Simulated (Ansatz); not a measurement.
## Ta3N under changes of volume

One of the cells (14.978 Å³/atom); the others are scaled copies at fixed shape and fractional positions:

```xyz
4
Lattice="3.0322 0.0000 0.0000 -1.5161 2.6260 0.0000 0.0000 0.0000 7.5241" Properties=species:S:1:pos:R:3 pbc="T T T"
Ta    1.5161    0.8753    6.2155
Ta    0.0000    1.7507    1.3087
Ta    0.0000    0.0000    3.7621
N     0.0000    0.0000    0.0000
```

The cell comes from a database or a generator and needn't be the stable form of this composition.

- Program: Ansatz 0.2.0
- Functional: PBEsol
- Potentials or basis: Ansatz PAW
- Cutoff: 420 eV (not typed: the program's choice for these potentials)
- k mesh: 10 × 10 × 4
- Occupations: fermi-dirac, width 0.05 eV
- Spin: no spin polarisation

```csv
volume (Å³/atom),energy over the lowest point (meV/atom),pressure (GPa),largest force (eV/Å)
14.079,9.64,8.2,0.022
14.379,0.00,2.2,0.132
14.678,1.06,-3.2,0.270
14.978,11.73,-8.1,0.394
15.277,31.08,-12.5,0.506
15.577,58.23,-16.4,0.607
15.877,?,?,?
```

Q: What does the run at 15.877 Å³/atom give?

A: Energy over the lowest point 92.42 meV/atom; pressure -20.0 GPa; largest force 0.697 eV/Å.

Worked out: A Birch-Murnaghan fit of order 3 (a polynomial in V^(-2/3)) to the other rows has its minimum at 14.50 Å³/atom with B0 = V·E''(V) = 265 GPa and B' = 4.1 at fixed shape and positions, which overstates the stiffness. It gives 92.45 meV/atom at 15.877 Å³/atom, against the run's 92.42, and -dE/dV = -20.0 GPa, against -20.0.

Energies are extrapolated to zero smearing.

Caveats: the PAW data sets come from PBE, with cores solved anew for the run's functional, which leaves a small shift of forces and pressure.
